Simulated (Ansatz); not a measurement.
Set up this calculation in Ansatz 0.2.0, as the native input.

- Task: relaxation of cell and atoms
- Functional: revPBE
- Potentials or basis: Ansatz PAW
- Cutoff: 420 eV (not typed: the program's choice for these potentials)
- k mesh: 11 × 11 × 6
- Occupations: fermi-dirac, width 0.05 eV
- Spin: no spin polarisation

Crystal: AgRh.

```
CELL_PARAMETERS angstrom
2.77759 0.00000 0.00000
-1.38879 2.40546 0.00000
0.00000 0.00000 4.80860
ATOMIC_POSITIONS crystal
Ag 0.00000 0.00000 0.50000
Rh 0.66667 0.33333 0.00000
```

The cell comes from a database or a generator and needn't be the stable form of this composition.

The input as run:

input.yaml

```yaml
crystal:
  lattice:
    - [2.7775881998, 0.0, 0.0]
    - [-1.3887940999, 2.4054619423, 0.0]
    - [0.0, 0.0, 4.808602]
  atoms:
    - { symbol: Ag, position: [0.0, 0.0, 0.5] }
    - { symbol: Rh, position: [0.6666666667, 0.3333333333, 0.0] }
hamiltonian:
  xc: revpbe
  pseudopotentials: { kind: paw }
kpoints:
  mp_grid: { grid: [11, 11, 6] }
scf:
  occupations: { method: fermi_dirac, width: 0.05 }
output:
  forces: true
  stress: true
  eigenvalues: true
relax:
  f_tol: 0.01
  max_steps: 40
  cell: { stress_tol: 0.05 }
```

Potentials or basis: Ansatz PAW.

Command:

```sh
$ ansatz run input.yaml --threads 2 --pin off --max-ram 5632MiB --backend cpu --events-out ev --progress --plain --runs-dir out
```

It gave:

```json
{"Relaxed volume": "16.14 Å³/atom", "Relaxed cell": "a = 2.787 Å, b = 2.787 Å, c = 4.798 Å, α = 90.00°, β = 90.00°, γ = 120.00°", "Space group after relaxing (to 0.05 Å)": "P-6m2 (No. 187)", "Energy gained by relaxing": "0.4 meV/atom", "Ionic steps": "4", "Pressure after relaxing": "0.0 GPa", "Band gap on the k mesh": "none (metal or under the smearing width)"}
```

Caveat: the plane-wave basis is chosen anew once the cell has moved, so the energies of steps on either side of that aren't comparable; the PAW data sets come from PBE, with cores solved anew for the run's functional, which leaves a small shift of forces and pressure.

It took 7.9 s on 2 threads of Arm Neoverse V2 (shared host), peak memory 0.36 GiB.
